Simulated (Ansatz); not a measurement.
# TaN+ (octet): the correlation ladder, def2-TZVPP

An exercise on one series of results from a longer session: the logs are not shown, and one member is left open.

The runs use Ansatz 0.2.0, Gaussian basis; def2-TZVPP, core rule «outside noble gas», up to 5 orbitals frozen.

The runs, in order: UHF; ROHF; CCSD(T) on UHF.

## The system

The geometry is a PBE0/def2-TZVP stationary point (not a proven minimum) of the parent state, kept for this charge and spin. No spin-orbit coupling is included. Elements past krypton take def2 core potentials.

2 atoms, charge 1, spin multiplicity 8.

Atoms are counted from 1 here; the program's logs count them from 0.

Bond lengths: Ta1–N2 2.115 Å.

Set-up of the first run:

File in.yaml:

```yaml
crystal:
  periodic: [false, false, false]
  atoms:
    - {symbol: Ta, position_ang: [0.000000, 0.000000, 0.000000]}
    - {symbol: N, position_ang: [0.000000, 0.000000, 2.115400]}
basis:
  gaussian: {orbitals: def2-TZVPP}
total_charge: 1
magnetization: {spin_polarized: true, initial_magnetization: 7}
hamiltonian: {xc: hf}
output: {orbitals: {seedname: orbitals}}
```

Started as:

```console
> ansatz run in.yaml --threads 1 --pin off --events-out ev --progress --plain --max-ram 2560MiB --backend cpu
```

Steps of the session up to this table: UHF; ROHF; CCSD(T) on UHF.

One of the session's tables, all rows but one given; the rest of the session is left out.

| method | from UCCSD(T) (kcal/mol) |
| --- | --- |
| ROHF | +103.76 |
| UHF | +98.31 |
| UMP2 | +16.08 |
| UCCSD | ? |
| UCCSD(T) | 0 |

**Question.** Estimate the row for UCCSD.

**Answer.** from UCCSD(T) (kcal/mol): +2.26. In the column «from UCCSD(T) (kcal/mol)» it lies between UCCSD(T) (0) and UMP2 (+16.08).
